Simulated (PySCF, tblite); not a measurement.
# C7H13BS: geometry, infrared bands and NMR shifts

Wanted: the infrared bands and NMR shifts of C7H13BS (`[BH3-][S@+]1C[C@H]2C=CC[C@@H]1C2`), by calculation.

Computed with tblite 0.8.0 and PySCF 2.14.0, with density-fitted response routines of our own, on a single molecule in the gas phase. Atoms are numbered from 0 throughout.

## 1. The starting structure

22 atoms, charge 0, multiplicity 1; geometry from: force field or distance geometry start.

Bonds of the start (Å): B0–S1 1.86, S1–C2 1.79, C2–C3 1.55, C3–C4 1.49, C4–C5 1.33, C5–C6 1.51, C6–C7 1.50, C7–C8 1.53, C7–S1 1.77, C8–C3 1.50, B0–H9 1.19, B0–H10 1.19, B0–H11 1.20, C2–H12 1.10, C2–H13 1.11, C3–H14 1.09, C4–H15 1.10, C5–H16 1.08, C6–H17 1.09, C6–H18 1.10, C7–H19 1.09, C8–H20 1.11, C8–H21 1.10.

## 2. Geometry optimisation with GFN2-xTB

What the job is given:

```
{"job": {"kind": "relax", "xc": "GFN2-xTB", "basis": "xTB"}, "charge": 0, "multiplicity": 1}
B      2.702700     0.734400     0.425300
S      0.941600     0.224500     0.718300
C      0.770800    -1.470700     0.159500
C     -0.631400    -1.314600    -0.481900
C     -1.615800    -1.042000     0.609500
C     -1.839400     0.189700     1.061100
C     -1.450000     1.393600     0.233500
C     -0.150400     1.031500    -0.418000
C     -0.472100    -0.120000    -1.375200
H      2.789200     1.550300    -0.438200
H      3.352500    -0.197700     0.068800
H      3.144500     1.172400     1.446200
H      0.754500    -2.177100     1.004900
H      1.494700    -1.730300    -0.634600
H     -0.942600    -2.208900    -1.029900
H     -2.204500    -1.853300     1.069500
H     -2.285800     0.308800     2.032500
H     -2.226300     1.525200    -0.515800
H     -1.346000     2.280100     0.881400
H      0.363300     1.863100    -0.898100
H     -1.475200     0.100000    -1.787700
H      0.315600    -0.239800    -2.131900
```

Launch:

```console
> OMP_NUM_THREADS=1 python probes_run.py task.json out
```

The driver reads the jobs from task.json and runs them one after another.

**Question.** This job is followed by: GFN2-xTB harmonic vibrations, gas phase; GIAO PBE0/pcSseg-1 NMR shielding, non-relativistic, gas phase. What will the session give for the following? strongest single infrared mode (GFN2-xTB); zero-point energy (GFN2-xTB); 13C shifts against TMS (PBE0/pcSseg-1); 1H shifts against TMS (PBE0/pcSseg-1, means over atoms taken as alike); 11B shifts against BF3·OEt2 (PBE0/pcSseg-1); 33S shifts against CS2 (PBE0/pcSseg-1).

As calculated:

| quantity | value |
| --- | --- |
| strongest single infrared mode (GFN2-xTB) | 1094 cm⁻¹, 277 km/mol |
| zero-point energy (GFN2-xTB) | 114.7 kcal/mol |
| 13C shifts against TMS (PBE0/pcSseg-1) | 140.7, 133.4, 60.1, 58.5, 41.7, 39.5, 35.7 ppm |
| 1H shifts against TMS (PBE0/pcSseg-1, means over atoms taken as alike) | 6.27, 5.75, 3.30, 3.23, 2.73, 2.69, 2.68, 2.63, 2.34, 1.86, 1.85 ppm |
| 11B shifts against BF3·OEt2 (PBE0/pcSseg-1) | -25.4 ppm |
| 33S shifts against CS2 (PBE0/pcSseg-1) | 77 ppm |

In words: Relaxing lowered the energy by 1.119 eV in 123 steps; the close pair that moved most is B0–S1, from 1.857 to 1.974 Å. All 60 modes are real, so the xTB geometry is a minimum. The strongest single mode, at 1094 cm⁻¹, moves mainly H9, H10 and H11. Unscaled tight-binding wavenumbers are off by several per cent, some by more. Its intensities can rank the bands wrongly. At PBE0/pcSseg-1: The largest span, 387 ppm, is at S1, where the paramagnetic term is -629 ppm.
